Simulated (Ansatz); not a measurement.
# LiH3: the cost of one run

Computed with Ansatz 0.2.0 (DFT PBE, scalar-relativistic, plane waves, PAW, unless a step's input says otherwise).

### 1 The starting structure

Symmetry: I4/mmm, No. 139, tetragonal system. Conventional cell: a = 3.010 Å, b = 3.010 Å, c = 6.723 Å, α = 90.00°, β = 90.00°, γ = 90.00°. Li (site symmetry 4/mmm) has 12 H at 2.13 to 2.26 Å as nearest neighbours. H (site symmetry 4/mmm) is surrounded by 4 Li at 2.13 Å. H (site symmetry -4m2) is surrounded by 8 H at 2.13 to 2.26 Å and 4 Li at 2.26 Å.

Structure file:

```xyz
4
Lattice="-1.5050 1.5050 3.3617 1.5050 -1.5050 3.3617 1.5050 1.5050 -3.3617" Properties=species:S:1:pos:R:3 pbc="T T T"
Li    0.0000    0.0000    0.0000
H     0.0000    0.0000    3.3617
H     1.5050    0.0000    1.6809
H     0.0000    1.5050    1.6809
```

This is candidate A: TiAl3 (D0_22) type (I4/mmm, No. 139).

(A quick probe on a coarse mesh, which set the mesh and smearing, is not shown.)

### 3 Rough relaxation on the coarse mesh (candidate A)

input.yaml reads:

```yaml
crystal:
  lattice:
    - [-1.5049510102, 1.5049510102, 3.36170875]
    - [1.5049510102, -1.5049510102, 3.36170875]
    - [1.5049510102, 1.5049510102, -3.36170875]
  atoms:
    - { symbol: Li, position: [0.0, 0.0, 0.0] }
    - { symbol: H, position: [0.5, 0.5, 0.0] }
    - { symbol: H, position: [0.25, 0.75, 0.5] }
    - { symbol: H, position: [0.75, 0.25, 0.5] }
basis:
  ecutwfc: 420
kpoints:
  mp_grid: { grid: [8, 8, 8] }
hamiltonian:
  xc: pbe
scf:
  occupations: { method: gaussian, width: 0.1 }
  lower_state_search: "off"
output:
  forces: true
  stress: true
  eigenvalues: true
relax:
  adjacent_minimum: "off"
  f_tol: 0.04
  max_steps: 70
  cell: { stress_tol: 0.4 }
```

Run with:

```
$ ansatz run input.yaml --threads 1 --pin off --max-ram 2560MiB --backend cpu --events-out ev --progress --plain --runs-dir out
```

**Question.** How long does this run take on 1 thread of Intel Xeon 6975P-C (Granite Rapids), shared host, and how much memory does it need?

About 6.6 s, with a peak of 0.35 GiB.
